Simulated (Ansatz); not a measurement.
Input of an Ansatz 0.2.0 run:

The input input.yaml:

```yaml
crystal:
  lattice:
    - [8.15421, 0.0, 0.0]
    - [-4.07711, 7.06176, 0.0]
    - [0.0, 0.0, 6.92128]
  atoms:
    - { symbol: Ba, position: [0.0, 0.0, 0.23552] }
    - { symbol: Ba, position: [0.0, 0.0, 0.76448] }
    - { symbol: V, position: [0.5, 0.0, 0.0], spin: 2.0 }
    - { symbol: V, position: [0.0, 0.5, 0.0], spin: 2.0 }
    - { symbol: V, position: [0.5, 0.5, 0.0], spin: 2.0 }
    - { symbol: Tl, position: [0.5, 0.0, 0.5] }
    - { symbol: Tl, position: [0.0, 0.5, 0.5] }
    - { symbol: Tl, position: [0.5, 0.5, 0.5] }
    - { symbol: Tl, position: [0.33333, 0.66667, 0.22489] }
    - { symbol: Tl, position: [0.66667, 0.33333, 0.77511] }
    - { symbol: O, position: [0.3389, 0.34334, 0.81444] }
    - { symbol: O, position: [0.65666, 0.99556, 0.81444] }
    - { symbol: O, position: [0.00444, 0.6611, 0.81444] }
    - { symbol: O, position: [0.34334, 0.3389, 0.18556] }
    - { symbol: O, position: [0.99556, 0.65666, 0.18556] }
    - { symbol: O, position: [0.6611, 0.00444, 0.18556] }
    - { symbol: O, position: [0.6611, 0.65666, 0.18556] }
    - { symbol: O, position: [0.34334, 0.00444, 0.18556] }
    - { symbol: O, position: [0.99556, 0.3389, 0.18556] }
    - { symbol: O, position: [0.65666, 0.6611, 0.81444] }
    - { symbol: O, position: [0.00444, 0.34334, 0.81444] }
    - { symbol: O, position: [0.3389, 0.99556, 0.81444] }
hamiltonian:
  xc: pbe
  pseudopotentials: { kind: nc, source: spms }
magnetization:
  spin_polarized: true
kpoints:
  mp_grid: { grid: [4, 4, 4] }
scf:
  occupations: { method: fermi_dirac, width: 0.05 }
output:
  forces: true
  stress: true
  eigenvalues: true
  write_density: true
  write_potential: true
  elf: true
  volumetric_format: npy
```

Potentials or basis: SPMS NC.

Command:

```sh
$ ansatz run input.yaml --threads 8 --pin off --max-ram 20480MiB --backend cpu --events-out ev --progress --plain --runs-dir out
```

Q: Predict the pressure.

A: 0.2 GPa.

Q: Estimate the largest force.

A: 0.063 eV/Å.

Forces in eV/Å, atoms in the order of the input:
```
Ba   0.000  0.000 -0.022
Ba   0.000  0.000  0.022
V    0.000  0.000  0.000
V    0.000  0.000  0.000
V    0.000  0.000  0.000
Tl   0.000  0.000  0.000
Tl   0.000  0.000  0.000
Tl   0.000  0.000  0.000
Tl   0.000  0.000  0.004
Tl   0.000  0.000 -0.004
O    0.044  0.011  0.042
O   -0.032  0.033  0.042
O   -0.013 -0.044  0.042
O   -0.013  0.044 -0.042
O    0.044 -0.011 -0.042
O   -0.032 -0.033 -0.042
O   -0.044 -0.011 -0.042
O    0.032 -0.033 -0.042
O    0.013  0.044 -0.042
O    0.013 -0.044  0.042
O   -0.044  0.011  0.042
O    0.032  0.033  0.042
```

Caveat: semilocal functionals often make such compounds metallic where correlation or magnetic order opens a gap, which also shifts bond lengths; the starting moments weren't kept. The run has no spin-orbit coupling, so splittings on Ba, Tl are missing.
